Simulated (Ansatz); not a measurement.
I need a comparison of dispersion corrections of C5H8Se (charge -1), SMILES C=C[Se]C[CH][CH2-]. Use the Ansatz DFT code, driven from Python. Level of theory (for the species named): revPBE, def2-SVP basis, multiplicity 2, D3BJ dispersion.

| atom | x (Å) | y (Å) | z (Å) |
| --- | --- | --- | --- |
| C | 2.5280 | 0.8932 | 0.3324 |
| C | 2.0974 | -0.3297 | 0.0268 |
| Se | 0.5689 | -0.5723 | -1.1143 |
| C | -0.6408 | -0.5861 | 0.4196 |
| C | -2.0909 | -0.7692 | -0.0231 |
| C | -2.6596 | 0.4697 | -0.7047 |
| H | 2.0208 | 1.7704 | -0.0561 |
| H | 3.3917 | 1.0212 | 0.9766 |
| H | 2.6105 | -1.2010 | 0.4205 |
| H | -0.5323 | 0.3571 | 0.9965 |
| H | -0.3639 | -1.4335 | 1.0810 |
| H | -2.1932 | -1.6566 | -0.6834 |
| H | -2.6181 | 1.3452 | -0.0232 |
| H | -2.1187 | 0.6914 | -1.6485 |

`c5h8se.py`:
```python
'''Size of D3 and D4 in C5H8Se(-).'''

import ansatz

BASIS_SET = 'def2-SVP'
CHARGE = -1

system = (
    ansatz.Crystal.molecule()
    .atom('C', (2.528, 0.8932, 0.3324))
    .atom('C', (2.0974, -0.3297, 0.0268))
    .atom('Se', (0.5689, -0.5723, -1.1143))
    .atom('C', (-0.6408, -0.5861, 0.4196))
    .atom('C', (-2.0909, -0.7692, -0.0231))
    .atom('C', (-2.6596, 0.4697, -0.7047))
    .atom('H', (2.0208, 1.7704, -0.0561))
    .atom('H', (3.3917, 1.0212, 0.9766))
    .atom('H', (2.6105, -1.201, 0.4205))
    .atom('H', (-0.5323, 0.3571, 0.9965))
    .atom('H', (-0.3639, -1.4335, 1.081))
    .atom('H', (-2.1932, -1.6566, -0.6834))
    .atom('H', (-2.6181, 1.3452, -0.0232))
    .atom('H', (-2.1187, 0.6914, -1.6485))
)

model = (
    system.calculation()
    .basis(gaussian=BASIS_SET)
    .charge(CHARGE)
    .spin('collinear', total=1)
)
for name in ['revpbe', 'r2scan']:
    for correction in ('d3bj', 'd4'):
        rep = model.functional(name, dispersion=correction).run(threads=1, backend='cpu').report
        print(f'{name:8s} {correction:5s} total {rep["free_energy_ev"]:.5f} eV, of which dispersion {1000 * rep["dispersion"]["energy"]["ev"]:.2f} meV')
```

Output of `python c5h8se.py`:
```text
revpbe   d3bj  total -70643.27058 eV, of which dispersion -891.90 meV
revpbe   d4    total -70643.56328 eV, of which dispersion -1184.60 meV
DeckWarning: the engine holds no damping parameters fitted to this dispersion correction and functional, so the run takes those fitted to r2scan beside the three-body term, which d3bj leaves out (hamiltonian.dispersion, under Limitations)
r2scan   d3bj  total -70645.77298 eV, of which dispersion -103.36 meV
r2scan   d4    total -70645.76711 eV, of which dispersion -97.49 meV
```
(Warnings from the package without file and line.)

Notes:
- Total energies depend on the basis set; only differences at equal settings carry meaning.
- The geometry is a force-field or estimated start, not a minimum of this method, and the basis set is short of its limit. D4 holds the three-body term, and d3bj doesn't.
- The species is open-shell (spin multiplicity 2).
- Anions want diffuse functions, which this basis lacks.
- A dispersion term here runs with damping parameters fitted for another variant or functional.
- Run time: 2.2 min on 1 thread of Arm Neoverse V1, on a shared host, peak memory 0.4 GiB.
